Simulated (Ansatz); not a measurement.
Crystal: Ta3AsAu2O13.

```
Ta As Au O
1.0
     5.72385   -0.00745   -0.00403
     1.30279    6.25499    0.00561
     0.27574    1.30074    8.36754
Ta As Au O
3 1 2 13
Direct
  0.21713 0.30521 0.58431
  0.03325 0.11123 0.99855
  0.58248 0.62145 0.50482
  0.58707 0.89691 0.83049
  0.58004 0.09228 0.18613
  0.04485 0.82077 0.44682
  0.66201 0.69726 0.71088
  0.51632 0.13418 0.69625
  0.85098 0.88773 0.91932
  0.34466 0.87003 0.94651
  0.73015 0.29240 0.03095
  0.24622 0.21809 0.11075
  0.12900 0.09398 0.49104
  0.48032 0.38887 0.43499
  0.05966 0.26685 0.78594
  0.93330 0.53240 0.45645
  0.49975 0.85161 0.34971
  0.25256 0.62988 0.62473
  0.91878 0.95175 0.22636
```

The cell was built by a generator and needn't be a form met in nature.

Program: Ansatz 0.2.0. Alike in all runs: level PBE; potentials or basis Ansatz PAW; no spin polarisation; cell as given; k mesh 5 × 5 × 4; cutoff (eV) 420; smearing fermi-dirac 0.05 eV. Hardware: 8 threads of Arm Neoverse V2, on a shared host.

Task: Order these runs on this cell by their wall time, lowest first.
A. task band structure; points for each segment of the path 10
B. task electron localisation function
C. task projected density of states

Result: B (32 s), A (91 s), C (190 s).

Caveats: spin-orbit coupling is left out, which moves the levels of the heavy elements; odd divisions of the mesh miss points on the zone boundary, where band edges often lie, so the gap on the mesh can be too wide (some runs).
